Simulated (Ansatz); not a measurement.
# NiMoIrPdW in Ansatz: the effect of Hubbard term

Crystal: NiMoIrPdW.

```
Ni Mo Pd Ir W
1.0
     2.76078    0.00000    0.00000
    -1.38039    2.39090    0.00000
     0.00000    0.00000   11.34051
Ni Mo Pd Ir W
1 1 1 1 1
Cartesian
  0.0000 0.0000 8.0423
  1.3804 0.7970 3.3369
  1.3804 0.7970 10.1952
  0.0000 0.0000 1.2025
  1.3804 0.7970 6.0015
```

The cell was built by a generator and needn't be a form met in nature.

Alike in all runs:

```yaml
Program: Ansatz 0.2.0
Task: projected density of states
Functional: PBE
Potentials_or_basis: Ansatz PAW
Cutoff: "420 eV (not typed: the program's choice for these potentials)"
k_mesh: 11 × 11 × 3
Occupations: fermi-dirac, width 0.05 eV
Spin: collinear spin, ferromagnetic start
Starting_moments: "[1.0, 1.0, 0.0, 0.6, 0.0] μB"
Hubbard_projectors: ortho-atomic (the default)
Double_counting: fll (the default)
```

```tsv
Hubbard term	pressure (GPa)	moment (μB)	largest force (eV/Å)
Ir d U = 2 eV, Mo d U = 2 eV, Ni d U = 2 eV, Pd d U = 2 eV, W d U = 2 eV	?	?	?
Ir d U = 4 eV, Mo d U = 4 eV, Ni d U = 4 eV, Pd d U = 4 eV, W d U = 4 eV	6.6	1.14	1.02
Ir d U = 8 eV, Mo d U = 8 eV, Ni d U = 8 eV, Pd d U = 8 eV, W d U = 8 eV	56.2	2.91	3.64
```

What does the run with Hubbard term Ir d U = 2 eV, Mo d U = 2 eV, Ni d U = 2 eV, Pd d U = 2 eV, W d U = 2 eV give?

Pressure 0.8 GPa; moment 0.21 μB; largest force 0.48 eV/Å.

Caveats: the magnetic or orbital state may not be the lowest; the U is typed as a test and isn't derived for this compound; forces of over 1 eV/Å show positions far from the minimum, so gaps and moduli don't describe the material at rest (some runs); the starting moments weren't kept (some runs); a pressure of tens of GPa on the cell as given is suspect, and the run, the potentials or the cell itself is likely at fault (some runs).
